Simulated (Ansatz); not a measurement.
**Al: a surface, (110), 5 layers**

Aim: cut a slab of Al (110), 5 layers from the relaxed bulk, relax it, and get surface energy and work function. The runs shown use LAPW. Companion runs by PAW are cited. Its runs: bulk in the slab's orientation (LAPW); the reference run (LAPW); atoms relaxed (LAPW); vacuum of 11 Å (LAPW); Si in place of Al in the outer layer (LAPW); Si in place of Al in the middle layer (LAPW).

Program: Ansatz 0.2.0. Level of theory: DFT, PBE, all-electron LAPW, scalar-relativistic. These are calculated values, not measurements.

### 1 Starting point

It takes space group Fm-3m (No. 225, cubic). The conventional cell has a = 4.041 Å, b = 4.041 Å, c = 4.041 Å, α = 90.00°, β = 90.00°, γ = 90.00°. Al (site symmetry m-3m) is surrounded by 12 Al at 2.86 Å.

Structure file:

```cif
data_structure
_symmetry_space_group_name_H-M 'Fm-3m'
_symmetry_Int_Tables_number 225
_cell_length_a 4.0411
_cell_length_b 4.0411
_cell_length_c 4.0411
_cell_angle_alpha 90.000
_cell_angle_beta 90.000
_cell_angle_gamma 90.000
_cell_volume 65.99
loop_
_atom_site_label
_atom_site_type_symbol
_atom_site_symmetry_multiplicity
_atom_site_Wyckoff_symbol
_atom_site_fract_x
_atom_site_fract_y
_atom_site_fract_z
_atom_site_occupancy
Al1 Al 4 a 0.00000 0.00000 0.00000 1
```

The file gives the conventional cell by its symmetry; the runs use the cell typed in the input.

Atoms are numbered in the order of the input: Al1, Al2.

### 2 Bulk in the slab's orientation, LAPW

Contents of input.yaml:

```yaml
crystal:
  lattice:
    - [-2.020547281, 2.020547281, 0.0]
    - [0.0, 0.0, 4.041094562]
    - [2.020547281, 2.020547281, 0.0]
  atoms:
    - { symbol: Al, position: [0.0, 0.0, 0.0] }
    - { symbol: Al, position: [0.5, 0.5, 0.5] }
kpoints:
  mp_grid: { grid: [13, 9, 13] }
scf:
  occupations: { method: fermi_dirac, width: 0.08 }
hamiltonian:
  xc: pbe
  pseudopotentials: { kind: all_electron, lapw: { basis_error: 0.001 } }
output:
  forces: true
  stress: true
  eigenvalues: true
```

On the command line:

```
$ ansatz run input.yaml --threads 2 --pin off --max-ram 4096MiB --backend cpu --events-out ev --progress --plain --runs-dir out
```

The runs that follow: Slab as cut, LAPW; Atoms relaxed, LAPW; Vacuum of 11 Å, LAPW; Si in place of Al in the outer layer, LAPW; Si in place of Al in the middle layer, LAPW.

Q: Predict the outcome of this session. Wanted: surface energy; work function; outer layer spacing; surface core-level shift by Z+1 (for each run or level that gives them).

**Answer**, as computed:

```
                              quantity          value
        surface energy (LAPW, relaxed)      0.96 J/m²
         work function (LAPW, relaxed)        3.96 eV
            outer layer spacing (LAPW)  1.43 → 1.33 Å
surface core-level shift by Z+1 (LAPW)       -0.12 eV
         surface energy (PAW, relaxed)      0.96 J/m²
          work function (PAW, relaxed)        3.96 eV
             outer layer spacing (PAW)  1.43 → 1.33 Å
 surface core-level shift by Z+1 (PAW)       -0.12 eV
```

What this shows: By LAPW the surface costs 0.99 J/m² as cut and 0.96 J/m² relaxed. The outermost spacing changes by -7.2 % (LAPW). Vacuum of 11 Å moves the work function by less than 0.01 eV (LAPW). Putting the next element in the outer rather than the middle layer costs -0.12 eV (LAPW); in the Z+1 picture that is the binding energy at the surface less that inside. The outermost spacing changes by -7.2 % (PAW). Vacuum of 11 Å moves the work function by less than 0.01 eV (PAW). Thickness wasn't converged, and no reconstruction was sought. The program warned that the vacuum holds more density than its bound, so energies and levels may be slightly off.
